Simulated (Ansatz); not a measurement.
# CH4FGaOS: a ladder of functionals and wavefunction methods

The task here is to estimate one member of a computed series from the others.

The runs use Ansatz 0.2.0, Gaussian basis; functionals in def2-TZVPP, the program's frozen cores in correlated methods.

Plan: LDA (SPW92), PBE-D4, revPBE-D4, BLYP-D4, r2SCAN-D4, B97M-V, PBE0-D4, B3LYP-D4, r2SCANh-D4, r2SCAN0-D4, HSE06-D4, BHLYP-D4, CAM-B3LYP-D4, LC-ωPBE, ωB97X-V, ωB97M-V, B2PLYP, PBE-QIDH; CCSD(T)/def2-SVP; CCSD(T)/def2-TZVPP; MP2/def2-QZVPP; extrapolation to the limit; RPA on PBE.

### The geometry

The geometry comes from an earlier relaxation with PBE0-D4 in a triple-zeta def2 set; it is a stationary point, not always the lowest conformer.

SMILES `C[O][Ga]([F])[SH]`, 9 atoms, charge 0, spin multiplicity 1.

Atoms are counted from 1 here; the program's logs count them from 0.

Bond lengths: C1–O2 1.413 Å, C1–H6 1.095 Å, C1–H7 1.094 Å, C1–H8 1.094 Å, O2–Ga3 1.764 Å, Ga3–F4 1.750 Å, Ga3–S5 2.169 Å, S5–H9 1.345 Å. Angles: O2–C1–H6 113.1°, O2–C1–H7 109.4°, O2–C1–H8 109.3°, H6–C1–H7 108.3°, H6–C1–H8 108.3°, H7–C1–H8 108.3°, C1–O2–Ga3 122.8°, O2–Ga3–F4 116.8°, O2–Ga3–S5 123.4°, F4–Ga3–S5 119.9°, Ga3–S5–H9 91.6°.

The first run:

Contents of in.yaml:

```yaml
crystal:
  periodic: [false, false, false]
  atoms:
    - {symbol: C, position_ang: [-0.591183, 0.038674, 1.506202]}
    - {symbol: O, position_ang: [-0.087278, 0.597855, 0.310133]}
    - {symbol: Ga, position_ang: [0.398010, -0.383767, -1.072401]}
    - {symbol: F, position_ang: [0.223392, -2.117532, -0.907702]}
    - {symbol: S, position_ang: [1.178620, 0.453947, -2.914782]}
    - {symbol: H, position_ang: [-0.666612, -1.053136, 1.471596]}
    - {symbol: H, position_ang: [0.063873, 0.311570, 2.339258]}
    - {symbol: H, position_ang: [-1.587312, 0.445977, 1.704135]}
    - {symbol: H, position_ang: [1.068489, 1.706421, -2.436440]}
basis:
  gaussian: {orbitals: def2-TZVPP}
hamiltonian: {xc: lda}
output: {orbitals: {seedname: orbitals}}
```

The run is started by

```sh
$ ansatz run in.yaml --threads 2 --pin off --events-out ev --progress --plain --max-ram 22528MiB --backend cpu
```

Steps of the session up to this table: LDA; PBE-D4 (GGA); revPBE-D4 (GGA); BLYP-D4 (GGA); r2SCAN-D4 (meta-GGA); B97M-V (meta-GGA); PBE0-D4 (hybrid); B3LYP-D4 (hybrid); r2SCANh-D4 (hybrid); r2SCAN0-D4 (hybrid); HSE06-D4 (hybrid); BHLYP-D4 (hybrid); CAM-B3LYP-D4 (range-separated); LC-ωPBE (range-separated); ωB97X-V (range-separated); ωB97M-V (range-separated); B2PLYP (double hybrid); PBE-QIDH (double hybrid).

One of the session's tables, all rows but one given; the rest of the session is left out.

```
  functional  HOMO (eV)  gap (eV)
 LDA (SPW92)      -6.78      4.38
      PBE-D4      -6.62      4.54
   revPBE-D4      -6.56      4.62
     BLYP-D4          ?         ?
   r2SCAN-D4      -6.94      5.16
      B97M-V      -7.01      5.11
     PBE0-D4      -8.02      6.90
    B3LYP-D4      -7.77      6.31
  r2SCANh-D4      -7.46      6.03
  r2SCAN0-D4      -8.24      7.30
    HSE06-D4      -7.62      6.13
    BHLYP-D4      -9.21      8.97
CAM-B3LYP-D4      -9.38      9.20
     LC-ωPBE     -10.77     11.96
     ωB97X-V     -10.40     11.39
     ωB97M-V     -10.26     11.02
```

**Question.** Estimate the row for BLYP-D4.

Worked estimate for «HOMO (eV)». Against the share of exact exchange, B3LYP-D4 (0.2, -7.77), BHLYP-D4 (0.5, -9.21) give a slope of -4.80 per unit share; at 0 the line stands at -6.81.

As computed: HOMO (eV): -6.49; gap (eV): 4.45. In «HOMO (eV)» the line misses by -0.32.
